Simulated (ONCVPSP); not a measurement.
# Mg: generating and testing an ONCV potential

Do these settings give a usable potential? It is generated, then checked for transferability, scattering, ghosts and hardness.

The numbers are computed with ONCVPSP 4.0.1 (PBEsol, scalar-relativistic, spin-unpolarised reference atom).

### Step 1. Settings

Typed settings, in words:

```json
{"element": "magnesium (Mg, Z = 12)", "type": "optimised norm-conserving Vanderbilt (ONCV)", "frozen core": "[He] 2s2", "valence charge": "8", "reference configuration": "2p6 3s2", "partial waves": "3s: rc 2.20 bohr, ncon 4, nbas 7, qcut 3.3 1/bohr, 3 projectors, debl 1.4 Ha; 2p: rc 1.10 bohr, ncon 3, nbas 7, qcut 15 1/bohr, 1 projector; d scattering state at 0.27 Ha: rc 2.35 bohr, ncon 5, nbas 10, qcut 4.3 1/bohr, 2 projectors, debl 3.1 Ha", "local potential": "polynomial inside 0.70 bohr (lpopt 5, dvloc0 4 Ha)", "core correction": "Teter function, fcfact 2.25, rcfact 1.05"}
```

An earlier all-electron run gives the scale for the radii.

All-electron outer shells of the reference configuration (PBEsol, scalar-relativistic, ld1.x):

| shell | level (eV) | outermost node (bohr) | outermost maximum (bohr) |
| --- | --- | --- | --- |
| 2s | -79.59 | 0.18 | 0.55 |
| 2p | -46.55 | – | 0.48 |
| 3s | -4.68 | 0.90 | 2.56 |
| 3p | -1.30 | 0.96 | 3.50 |

### Step 2. Generation

The input, Mg.dat:

```
# ATOM AND REFERENCE CONFIGURATION
# atsym  z   nc   nv     iexc    psfile
  Mg 12.00    2    2  -116133      upf
#
#   n    l    f
    1    0    2.00
    2    0    2.00
    2    1    6.00
    3    0    2.00
#
# PSEUDOPOTENTIAL AND OPTIMIZATION
# lmax
    2
#
#   l,   rc,      ep,       ncon, nbas, qcut
    0    2.20    0.00    4    7    3.30
    1    1.10    0.00    3    7   15.00
    2    2.35    0.27    5   10    4.30
#
# LOCAL POTENTIAL
# lloc, lpopt,  rc(5),   dvloc0
    4    5    0.70    4.00
#
# VANDERBILT-KLEINMAN-BYLANDER PROJECTORs
# l, nproj, debl
    0    3    1.40
    1    1    3.10
    2    2    3.10
#
# MODEL CORE CHARGE
# icmod, fcfact, rcfact
    3    2.25    1.05
#
# LOG DERIVATIVE ANALYSIS
# epsh1, epsh2, depsh
   -3.00    5.00    0.02
#
# OUTPUT GRID
# rlmax, drl
    6.00    0.01
#
# TEST CONFIGURATIONS
# ncnf
    4
# nvcnf
#   n    l    f
    2
    2    1    6.00
    3    0    1.00
#
    2
    2    1    6.00
    3    0    0.00
#
    2
    2    1    6.00
    3    0    1.50
#
    3
    2    1    6.00
    3    0    0.00
    3    1    2.00
#
```

On the command line:

```
$ oncvpsp.x < Mg.dat > Mg.out
```

Q: Predict the outcome of this session. Wanted: cutoffs for 1 and 0.1 mHa per electron, occupied waves; bound ghosts; GHOST(+) flags; largest test error; largest phase difference near zero energy, channels read; rms error of d²Exc/dn², without and with the model core.

As calculated:

| quantity | value |
| --- | --- |
| cutoffs for 1 and 0.1 mHa per electron, occupied waves | 73 Ha and 85 Ha |
| bound ghosts | d at -129.22 eV |
| GHOST(+) flags | s at 78 eV, s at 763 eV |
| largest test error (AE − PS) | +46 meV, for 2p6 3s0 |
| largest phase difference near zero energy, channels read | 0.013 rad |
| rms error of d²Exc/dn², without and with the model core | 7.38 and 7.26 mHa |

**Reading.** A bound ghost (d) makes it unfit for use: electrons can fall into a state that the atom doesn't have. By total energies transferability is fair: the largest error is 46 meV on 22.7 eV, for 2p6 3s0. The potential is very hard: the looser tolerance needs 73 Ha. At the looser tolerance the 2p wave is the slowest; 3s needs 4 Ha. Near zero energy the phases of the channels with partial waves agree within 0.013 rad. The program also flags highly localised states, GHOST(+) (s). These are tests on the free atom; a crystal test is still owed.
